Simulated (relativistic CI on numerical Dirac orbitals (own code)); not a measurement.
**Hf⁵⁰⁺: how the levels respond to the fine-structure constant and the nuclear radius**

Aim: the factor q = dE/dx of each excitation energy, x = (α/α0)² − 1, by finite differences, and the field-shift factor by the mean square nuclear radius, for the lowest 30 levels.

Program: relativistic CI on numerical Dirac orbitals (own code) version 2. Level of theory: Dirac-Coulomb-Breit CI, KLI orbitals optimised for each configuration, derivatives by finite differences. These are calculated values, not measurements, unless marked.

### 1 What is computed

* ion: Hf⁵⁰⁺ (Hf LI)
* nuclear charge: 72
* electrons: 22
* isotope: A = 180
* first configuration: [Ar] 3d4

The outer shells:

[Ar] 3d4
```
[Ar] core
3d [↑ ][↑ ][↑ ][↑ ][  ]
```

### 2 The run

The run's settings:

```ini
atom Hf  Z=72  charge=50  electrons=22
nucleus A=180  rms_radius_fm=5.3470
hamiltonian dirac-coulomb  breit=on  qed=off  c_scale=1
orbitals kli  potential=per-configuration
slater_scale 1
correlation none
mixing on
configurations
  [Ar] 3d4
  [Ne] 3s2 3p5 3d5
  [Ne] 3s2 3p4 3d6
  [Ar] 3d3 4p
  [Ar] 3d2 4s2
  [Ar] 3d2 4s 4p
end
derivatives alpha2 +-0.01 radius +-1%
```

Before running it: what results should come out? Wanted: lowest level; largest q in size, lowest 30 levels; largest K in size within the lowest configuration; largest field-shift factor among them.

The runs gave:

| quantity | value |
| --- | --- |
| lowest level | 3d4 [3d3/2^4] J=0 |
| largest q in size, lowest 30 levels | 1.555e+06 cm⁻¹ (3d4 3P1 (ii)) |
| largest K in size within the lowest configuration | 2.33 (3d4 [3d3/2^3 3d5/2] J=1) |
| largest field-shift factor among them | 35.6 GHz/fm² (3d4 [3d3/2 3d5/2^3] J=3 (iii)) |

**Reading.** Among these levels the largest q belongs to 3d4 3P1 (ii), within the lowest configuration. K = 2q/E, the relative sensitivity of a level, hangs on the computed energy: between configurations that lie close it can be off by a factor of several. NIST names this ground level 5D0; the leading computed term differs because terms mix.
